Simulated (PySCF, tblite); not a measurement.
# C4H11NOSi: geometry, infrared bands and NMR shifts

What infrared bands and NMR shifts should C4H11NOSi (`C=CCN(C)[SiH2]O`) show?

Programs: tblite 0.8.0 and PySCF 2.14.0, with density-fitted response routines of our own. Each step states its level of theory. These are calculated values for one molecule in the gas phase, unless marked as measured. Atoms count from 0, in the outputs and in this text.

### Step 1. The starting structure

18 atoms, charge 0, multiplicity 1; geometry from: force field or distance geometry start.

Bonds of the start (Å): C0–C1 1.35, C1–C2 1.49, C2–N3 1.48, N3–C4 1.47, N3–Si5 1.73, Si5–O6 1.64, C0–H7 1.09, C0–H8 1.09, C1–H9 1.10, C2–H10 1.10, C2–H11 1.10, C4–H12 1.10, C4–H13 1.09, C4–H14 1.09, Si5–H15 1.47, Si5–H16 1.47, O6–H17 0.97.

### Step 2. Optimising the geometry with GFN2-xTB

The job: settings as JSON, then the geometry in Å.

```
{"job": {"kind": "relax", "xc": "GFN2-xTB", "basis": "xTB"}, "charge": 0, "multiplicity": 1}
C      2.709700     0.746300     0.917700
C      1.741000    -0.159500     0.687700
C      0.854600    -0.186800    -0.503700
N     -0.585600    -0.203200    -0.147900
C     -0.961500     1.085000     0.458800
Si    -1.706900    -1.015700    -1.178200
O     -2.943700    -1.419000    -0.172200
H      2.891500     1.567100     0.228200
H      3.323700     0.696100     1.811200
H      1.596300    -0.964400     1.425100
H      1.114000    -1.095200    -1.061800
H      1.052700     0.654300    -1.180600
H     -0.916500     1.896800    -0.278000
H     -1.976300     1.060000     0.852100
H     -0.323500     1.363100     1.301000
H     -1.068700    -2.233700    -1.700500
H     -2.142600    -0.074400    -2.224400
H     -2.666800    -1.530500     0.753800
```

Launch:

```sh
OMP_NUM_THREADS=1 python probes_run.py task.json out
```

One launch serves the whole session: the jobs run in the order shown.

**Question.** This job is followed by: GFN2-xTB harmonic vibrations, gas phase; GIAO PBE0/pcSseg-1 NMR shielding, non-relativistic, gas phase. What will the session give for the following? strongest single infrared mode (GFN2-xTB); zero-point energy (GFN2-xTB); 13C shifts against TMS (PBE0/pcSseg-1); 1H shifts against TMS (PBE0/pcSseg-1, means over atoms taken as alike); 15N shifts against NH3 (PBE0/pcSseg-1); 29Si shifts against TMS (PBE0/pcSseg-1); 17O shifts against H2O (PBE0/pcSseg-1); surface potential, 1st and 99th percentile.

The runs gave:

| quantity | value |
| --- | --- |
| strongest single infrared mode (GFN2-xTB) | 2232 cm⁻¹, 446 km/mol |
| zero-point energy (GFN2-xTB) | 89.7 kcal/mol |
| 13C shifts against TMS (PBE0/pcSseg-1) | 150.0, 123.7, 55.6, 34.1 ppm |
| 1H shifts against TMS (PBE0/pcSseg-1, means over atoms taken as alike) | 5.99, 5.59, 5.44, 4.88, 3.38, 2.59, 1.29 ppm |
| 15N shifts against NH3 (PBE0/pcSseg-1) | 40.7 ppm |
| 29Si shifts against TMS (PBE0/pcSseg-1) | -30.4 ppm |
| 17O shifts against H2O (PBE0/pcSseg-1) | 33.8 ppm |
| surface potential, 1st and 99th percentile | -1.44 V and 2.03 V |

The optimisation took 87 steps and gained 0.245 eV; among the close pairs (by a distance rule), C2–N3 changed most, from 1.484 to 1.446 Å. No mode is imaginary among the 48: a minimum at this level. The strongest single mode, at 2232 cm⁻¹, moves mainly H15. Unscaled tight-binding wavenumbers are off by several per cent, some by more. Its intensities can rank the bands wrongly. C1 (alkene CH) lies farthest downfield among carbon, at 150.0 ppm; as expected for a trigonal carbon in a double bond. H9 (hydrogen on an alkene CH) lies farthest downfield among hydrogen, at 5.99 ppm; attached to an sp2 carbon and in the plane of the double bond.
